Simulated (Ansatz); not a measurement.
# SiAsH5 (singlet): from Hartree-Fock to the top rungs at a displaced geometry (v1), cc-pVDZ

One table from this session's results is given with a row withheld; the runs are named, their logs left out.

Program: Ansatz 0.2.0, Gaussian basis. Level of theory: cc-pVDZ, core rule «outside noble gas», up to 19 orbitals frozen. These are calculated values, not measurements.

To be run: UHF; CCSD(T) on RHF; BCCD(T) on RHF; CISD; CCSDT(Q) on RHF; CASSCF and MRCISD+Q, 8 electrons in 8 orbitals; CASSCF and NEVPT2, 8 electrons in 8 orbitals.

12 further runs of the same task are left out: 5 that didn't finish, 7 set aside as unsound or not needed. Runs told in other sessions of the task aren't counted.

## The geometry

The geometry is a PBE0/def2-TZVP stationary point (not a proven minimum) with its atoms shifted at random (size 0.040 Å). No spin-orbit coupling is included. The filled d shell of As may be among the frozen orbitals whatever the setting's name suggests.

7 atoms, charge 0, spin multiplicity 1.

Atoms are counted from 1 here; the program's logs count them from 0.

Bond lengths: Si1–As2 2.378 Å, Si1–H3 1.459 Å, Si1–H4 1.436 Å, Si1–H5 1.552 Å, As2–H6 1.548 Å, As2–H7 1.562 Å. Angles: As2–Si1–H3 106.0°, As2–Si1–H4 108.2°, As2–Si1–H5 109.5°, H3–Si1–H4 109.0°, H3–Si1–H5 113.9°, H4–Si1–H5 110.0°, Si1–As2–H6 93.5°, Si1–As2–H7 92.7°, H6–As2–H7 93.2°.

The first run:

File in.yaml:

```yaml
crystal:
  periodic: [false, false, false]
  atoms:
    - {symbol: Si, position_ang: [-0.026846, 0.010722, 1.681737]}
    - {symbol: As, position_ang: [0.039371, -0.005421, -0.694972]}
    - {symbol: H, position_ang: [0.737247, -1.154691, 2.112139]}
    - {symbol: H, position_ang: [0.634468, 1.199656, 2.141941]}
    - {symbol: H, position_ang: [-1.503721, 0.007254, 2.159599]}
    - {symbol: H, position_ang: [-1.046107, -1.103300, -0.811640]}
    - {symbol: H, position_ang: [-1.000353, 1.155241, -0.804129]}
basis:
  gaussian: {orbitals: cc-pVDZ}
magnetization: {spin_polarized: true, initial_magnetization: 0}
hamiltonian: {xc: hf}
output: {orbitals: {seedname: orbitals}}
```

The run is started by

```bash
$ ansatz run in.yaml --threads 1 --pin off --events-out ev --progress --plain --max-ram 2393MiB
```

Among the steps run: UHF; CCSD(T) on RHF; BCCD(T) on RHF; CISD; CCSDT(Q) on RHF; CASSCF and MRCISD+Q, 8 electrons in 8 orbitals; CASSCF and NEVPT2, 8 electrons in 8 orbitals.

One of the session's tables, all rows but one given; the rest of the session is left out.

| method | from RCCSDT(Q) (kJ/mol) |
| --- | --- |
| RHF | +728.4 |
| RMP2 | +145.3 |
| CISD | ? |
| RCCSD | +21.9 |
| RCCSD(T) | +3.8 |
| BCCD(T) | +3.7 |
| RCCSDT | +0.9 |
| RCCSDT(Q) | 0 |
| CASSCF frontier | +569.1 |
| NEVPT2 frontier | +131.1 |
| MRCISD frontier | +55.8 |
| MRCISD+Q frontier | +4.0 |

Estimate the missing values for CISD.

As computed: from RCCSDT(Q) (kJ/mol): +92.5. In the column «from RCCSDT(Q) (kJ/mol)» it lies between MRCISD frontier (+55.8) and NEVPT2 frontier (+131.1).
